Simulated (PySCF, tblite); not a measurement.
# C5H9BCl2Si: geometry, infrared bands and NMR shifts

What infrared bands and NMR shifts should C5H9BCl2Si (`C#C[C@@](C)([SiH2]C)B(Cl)Cl`) show?

Computed with tblite 0.8.0 and PySCF 2.14.0, with density-fitted response routines of our own, on a single molecule in the gas phase. Atoms are numbered from 0 throughout.

## 1. Starting geometry

18 atoms, charge 0, multiplicity 1; geometry from: force field or distance geometry start.

Bonds of the start (Å): C0–C1 1.21, C1–C2 1.46, C2–C3 1.54, C2–Si4 1.88, Si4–C5 1.87, C2–B6 1.62, B6–Cl7 1.84, B6–Cl8 1.84, C0–H9 1.06, C3–H10 1.12, C3–H11 1.11, C3–H12 1.11, Si4–H13 1.47, Si4–H14 1.46, C5–H15 1.10, C5–H16 1.10, C5–H17 1.11.

## 2. Geometry optimisation with GFN2-xTB

Job settings and geometry (Å):

```
{"job": {"kind": "relax", "xc": "GFN2-xTB", "basis": "xTB"}, "charge": 0, "multiplicity": 1}
C     -0.505500    -2.654200    -0.177500
C     -0.590000    -1.450500    -0.047000
C     -0.662300     0.000200     0.140000
C     -1.814700     0.333800     1.100300
Si     0.960900     0.600800     0.861800
C      2.370800     0.205200    -0.304800
B     -0.923000     0.731000    -1.284600
Cl    -1.008900    -0.221300    -2.860000
Cl    -1.115200     2.560900    -1.366400
H     -0.455700    -3.701600    -0.294700
H     -1.656500    -0.184300     2.083000
H     -2.792500    -0.019400     0.698600
H     -1.884200     1.421300     1.308600
H      0.908700     2.055200     1.066900
H      1.193400    -0.052700     2.147200
H      2.214700     0.721000    -1.260100
H      2.424300    -0.886700    -0.464200
H      3.326900     0.547600     0.148100
```

Run with:

```
OMP_NUM_THREADS=1 python probes_run.py task.json out
```

The driver reads the jobs from task.json and runs them one after another.

**Question.** This job is followed by: GFN2-xTB harmonic vibrations, gas phase; GIAO PBE0/pcSseg-1 NMR shielding, non-relativistic, gas phase. Predict these results of the whole session: strongest single infrared mode (GFN2-xTB); zero-point energy (GFN2-xTB); ¹³C shifts against TMS (PBE0/pcSseg-1); ¹H shifts against TMS (PBE0/pcSseg-1, means over atoms taken as alike); ²⁹Si shifts against TMS (PBE0/pcSseg-1); ¹¹B shifts against BF3·OEt2 (PBE0/pcSseg-1); ³⁵Cl shifts against HCl (PBE0/pcSseg-1, means over atoms taken as alike).

As calculated:

```
                                                                quantity                             value
                               strongest single infrared mode (GFN2-xTB)             2235 cm⁻¹, 410 km/mol
                                            zero-point energy (GFN2-xTB)                     76.6 kcal/mol
                                  ¹³C shifts against TMS (PBE0/pcSseg-1)  91.5, 78.7, 31.3, 23.7, -6.9 ppm
  ¹H shifts against TMS (PBE0/pcSseg-1, means over atoms taken as alike)  4.25, 4.18, 1.87, 1.71, 0.40 ppm
                                 ²⁹Si shifts against TMS (PBE0/pcSseg-1)                         -18.5 ppm
                             ¹¹B shifts against BF3·OEt2 (PBE0/pcSseg-1)                          60.6 ppm
³⁵Cl shifts against HCl (PBE0/pcSseg-1, means over atoms taken as alike)                           271 ppm
```

**Reading.** Relaxing lowered the energy by 0.476 eV in 81 steps; the close pair that moved most is B6–Cl7, from 1.843 to 1.729 Å. No mode is imaginary among the 48: a minimum at this level. The strongest single mode, at 2235 cm⁻¹, moves mainly H14 and H13. GFN2-xTB is a fitted tight-binding method: band positions and strengths are rough. Its intensities can rank the bands wrongly. At PBE0/pcSseg-1: The largest span, 516 ppm, is at Cl7, Cl8, where the paramagnetic term is -470 ppm.
